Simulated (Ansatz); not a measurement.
# SiF5: the cost of one run

Computed with Ansatz 0.2.0 (DFT PBE, scalar-relativistic, plane waves, PAW, unless a step names another level, unless a step's input says otherwise).

2 further runs of the same task are left out: 1 that didn't finish, 1 set aside as unsound or not needed.

### Step 1. The system as given

It takes space group P-3m1 (No. 164, trigonal). Conventional cell: a = 8.226 Å, b = 8.226 Å, c = 5.024 Å, α = 90.00°, β = 90.00°, γ = 120.00°. Si (site symmetry 3m) is surrounded by 4 F at 1.58 Å. Around F (site symmetry m) lie 1 Si at 1.58 Å. Around F (site symmetry 3m) lie 1 Si at 1.58 Å. Around F (site symmetry 3m) lie 1 F at 1.41 Å.

As a file:

```xyz
12
Lattice="8.2261 0.0000 0.0000 -4.1131 7.1240 0.0000 0.0000 0.0000 5.0236" Properties=species:S:1:pos:R:3 pbc="T T T"
Si    4.1131    2.3747    2.2610
Si    0.0000    4.7494    2.7626
F     5.4018    1.6306    2.7789
F     2.8244    1.6306    2.7789
F     4.1131    3.8628    2.7789
F     4.1131    2.3747    0.6811
F     0.0000    0.0000    0.7073
F     0.0000    0.0000    4.3162
F     0.0000    3.2613    2.2447
F    -1.2887    5.4934    2.2447
F     1.2887    5.4934    2.2447
F     0.0000    4.7494    4.3425
```

It came out lowest among 30 distinct ends of the trial cells. At a tolerance of 0.02 Å it has space group P-3m1 (No. 164).

### Step 2. Tight relaxation for the response runs, on the response runs' mesh and smearing

File input.yaml:

```yaml
crystal:
  lattice:
    - [8.2261369723, 0.0, 0.0]
    - [-4.1130684862, 7.124043593, 0.0]
    - [0.0, 0.0, 5.0235921201]
  atoms:
    - { symbol: Si, position: [0.6666666667, 0.3333333333, 0.4500683768] }
    - { symbol: Si, position: [0.3333333333, 0.6666666667, 0.5499316232] }
    - { symbol: F, position: [0.7711069179, 0.2288930821, 0.5531628588] }
    - { symbol: F, position: [0.4577861641, 0.2288930821, 0.5531628588] }
    - { symbol: F, position: [0.7711069179, 0.5422138359, 0.5531628588] }
    - { symbol: F, position: [0.6666666667, 0.3333333333, 0.1355717843] }
    - { symbol: F, position: [0.0, 0.0, 0.1408043047] }
    - { symbol: F, position: [0.0, 0.0, 0.8591956953] }
    - { symbol: F, position: [0.2288930821, 0.4577861641, 0.4468371412] }
    - { symbol: F, position: [0.2288930821, 0.7711069179, 0.4468371412] }
    - { symbol: F, position: [0.5422138359, 0.7711069179, 0.4468371412] }
    - { symbol: F, position: [0.3333333333, 0.6666666667, 0.8644282157] }
basis:
  ecutwfc: 420
kpoints:
  mp_grid: { grid: [3, 3, 6] }
hamiltonian:
  xc: pbe
scf:
  occupations: { method: fixed }
output:
  forces: true
  stress: true
  eigenvalues: true
relax:
  adjacent_minimum: "off"
  f_tol: 0.001
  max_steps: 60
  cell: { stress_tol: 0.01 }
```

The run is started by

```bash
> ansatz run input.yaml --threads 3 --pin off --max-ram 7680MiB --backend cpu --events-out ev --progress --plain --runs-dir out
```

Q: Estimate wall time and peak memory on 3 threads of AMD EPYC 9R45 (Zen 5), shared host.

About 86 s, with a peak of 0.74 GiB.
